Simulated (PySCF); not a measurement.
# NaPb (quartet) under other conditions

How does NaPb (quartet) answer to another spin, charge, distance or environment?

Program: PySCF 2.14.0. Level of theory: method and basis as typed in the scripts. These are calculated values, not measurements.

7 further runs of the same task are left out: 1 for a known fault of the program, 6 that didn't finish.

### 1 Starting geometry

NaPb (quartet): 2 atoms, charge 0, spin multiplicity 4.

No contacts short enough for the rule that draws bonds.

### 2 The base run

input.py reads:

```python
from pyscf import gto, scf, mp

mol = gto.M(
    atom='Na 0 0 0; Pb 0 0 3.415',
    basis='def2-tzvpp',
    ecp={'Pb': 'def2-tzvpp'},
    charge=0,
    spin=3,
    symmetry=True,
    verbose=4,
)
mf = scf.UHF(mol)
mf.kernel()
mp.MP2(mf, frozen=5).kernel()
mf.dip_moment()
print('orbital energies (hartree):', [e[max(0, n-3):n+3].round(4) for e, n in zip(mf.mo_energy, mol.nelec)])
```

Run with:

```console
$ OMP_NUM_THREADS=1 python input.py
```

Its log is not repeated here.

It gives: E(SCF) = -353.709364 Eh, 14 cycles, E(MP2) − E(SCF) = -0.52906 Eh, ⟨S²⟩ = 3.760, μ = 8.37 D (of the SCF density).

The bond length is a typed value, not an optimised one. The quartet is typed in the script; nothing here shows that it is the ground state.

### 3 Lengths in bohr

Edit 1 changes length unit: angstrom → bohr; bond length: 3.415 Å → 3.415 bohr.

input.py reads:

```python
from pyscf import gto, scf, mp

mol = gto.M(
    atom='Na 0 0 0; Pb 0 0 3.415',
    basis='def2-tzvpp',
    ecp={'Pb': 'def2-tzvpp'},
    charge=0,
    spin=3,
    unit='bohr',
    symmetry=True,
    verbose=4,
)
mf = scf.UHF(mol)
mf.kernel()
mp.MP2(mf, frozen=5).kernel()
mf.dip_moment()
print('orbital energies (hartree):', [e[max(0, n-3):n+3].round(4) for e, n in zip(mf.mo_energy, mol.nelec)])
```

Run with:

```console
$ OMP_NUM_THREADS=1 python input.py
```

### 4 Doublet

Edit 2 changes spin (2S): 3 → 1.

Edit input.py of step 2 so:

```diff
@@ -7,3 +7,3 @@
     charge=0,
-    spin=3,
+    spin=1,
     symmetry=True,
```

### 5 Electric field 0.05 a.u.

Edit 3 changes electric field: none → 0.05 a.u.; point-group symmetry: on → off.

Edit input.py of step 2 so:

```diff
@@ -8,3 +8,2 @@
     spin=3,
-    symmetry=True,
     verbose=4,
@@ -12,2 +11,7 @@
 mf = scf.UHF(mol)
+field = 0.05  # electric field along z, atomic units
+h = mf.get_hcore() + field*mol.intor('int1e_r')[2]
+mf.get_hcore = lambda *args: h
+e_nuc = mol.energy_nuc() - field*mol.atom_charges() @ mol.atom_coords()[:, 2]
+mf.energy_nuc = lambda *args: e_nuc
 mf.kernel()
```

**Question.** What will these runs give? Wanted: for each run, E(SCF); from base; gap, α spin; SCF dipole; after the SCF.

As calculated:

| run | E(SCF) (hartree) | from base (eV) | cycles | gap, α spin (eV) | SCF dipole (D) | after the SCF |
| --- | --- | --- | --- | --- | --- | --- |
| base | -353.709364 | 0 | 14 | 5.13 | 8.37 | MP2 correlation -14.396 eV, core frozen |
| lengths in bohr (poor choice) | -353.477590 | not comparable | 13 | 6.46 | 3.34 | MP2 correlation -14.866 eV, core frozen |
| doublet | -353.690846 | +0.5039 | 15 | 5.68 | 5.70 | MP2 correlation -14.303 eV, core frozen |
| electric field 0.05 a.u. | -354.062765 | -9.6165 | 15 | 3.62 | 38.03 | MP2 correlation -13.678 eV, core frozen |

In words: Of the runs whose energies can be compared, “electric field 0.05 a.u.” moves the SCF energy most (-9.617 eV). The doublet solution found lies 0.50 eV above the base quartet at this geometry and level. Rows marked «poor choice» come from settings spoiled on purpose.
